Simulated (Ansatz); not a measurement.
**CHGeP (triplet): from Hartree-Fock to the top rungs at a displaced geometry (v2), cc-pVDZ**

An exercise on one series of results from a longer session: the logs are not shown, and one member is left open.

Program: Ansatz 0.2.0, Gaussian basis. Level of theory: cc-pVDZ, core rule «outside noble gas», up to 20 orbitals frozen. These are calculated values, not measurements.

The runs, in order: UHF; CCSD(T) on ROHF; CCSD(T) on UHF; BCCD(T) on ROHF; CISD; CCSDT(Q) on ROHF; CCSDT(Q) on UHF.

21 further runs of the same task are left out: 9 that didn't finish, 12 set aside as unsound or not needed.

### The system

The geometry is a PBE0/def2-TZVP stationary point (not a proven minimum) with its atoms shifted at random (size 0.100 Å). No spin-orbit coupling is included. The filled d shell of Ge may be among the frozen orbitals whatever the setting's name suggests; the logs give the count.

4 atoms, charge 0, spin multiplicity 3.

Atoms are counted from 1 here; the program's logs count them from 0.

Bond lengths: C1–Ge2 1.746 Å, C1–H4 1.081 Å, Ge2–P3 2.095 Å. Angles: Ge2–C1–H4 155.5°, C1–Ge2–P3 159.9°.

Set-up of the first run:

Contents of in.yaml:

```yaml
crystal:
  periodic: [false, false, false]
  atoms:
    - {symbol: C, position_ang: [0.126167, -0.282434, 2.050797]}
    - {symbol: Ge, position_ang: [-0.038707, 0.098441, 0.354523]}
    - {symbol: P, position_ang: [0.037914, -0.118974, -1.727912]}
    - {symbol: H, position_ang: [0.121022, -0.072828, 3.111204]}
basis:
  gaussian: {orbitals: cc-pVDZ}
magnetization: {spin_polarized: true, initial_magnetization: 2}
hamiltonian: {xc: hf}
output: {orbitals: {seedname: orbitals}}
```

On the command line:

```bash
ansatz run in.yaml --threads 1 --pin off --events-out ev --progress --plain --max-ram 2393MiB
```

Among the steps run: UHF; CCSD(T) on ROHF; CCSD(T) on UHF; BCCD(T) on ROHF; CISD; CCSDT(Q) on ROHF; CCSDT(Q) on UHF.

One of the session's tables, all rows but one given; the rest of the session is left out.

```
   method  from RCCSDT(Q) (kcal/mol)
      UHF                          ?
     RMP2                     +20.23
     UMP2                     +49.61
    RCCSD                     +16.80
    UCCSD                     +13.57
 RCCSD(T)                      +2.31
 UCCSD(T)                      +3.70
  BCCD(T)                      +2.91
   RCCSDT                      +2.18
   UCCSDT                      +1.27
RCCSDT(Q)                          0
UCCSDT(Q)                      -0.05
```

Estimate the missing values for UHF.

As computed: from RCCSDT(Q) (kcal/mol): +201.79. In the column «from RCCSDT(Q) (kcal/mol)» it is the highest.

Not comparable, so not listed: CISD (they don't share determinant, frozen orbitals or solution with the rows shown, or repeat one).

Limits of these values: The determinant is far from a pure spin state, so its energy mixes those of several spin states (harmless only where they are near-degenerate, as at dissociation). The report flags that the cluster equations may have other roots. Left out of the table: ROHF (another determinant or state than the rows shown). The program flags RCCSD(T), BCCD(T), RCCSDT(Q) as in doubt, so the zero of the table is itself unsure. Warnings: spin contamination; coupled cluster took another determinant than the lowest; large T1 diagnostic. Restricted and unrestricted rows rest on different reference determinants; where their highest levels disagree by more than a few hundredths of an eV, they describe different states and don't form one ladder.
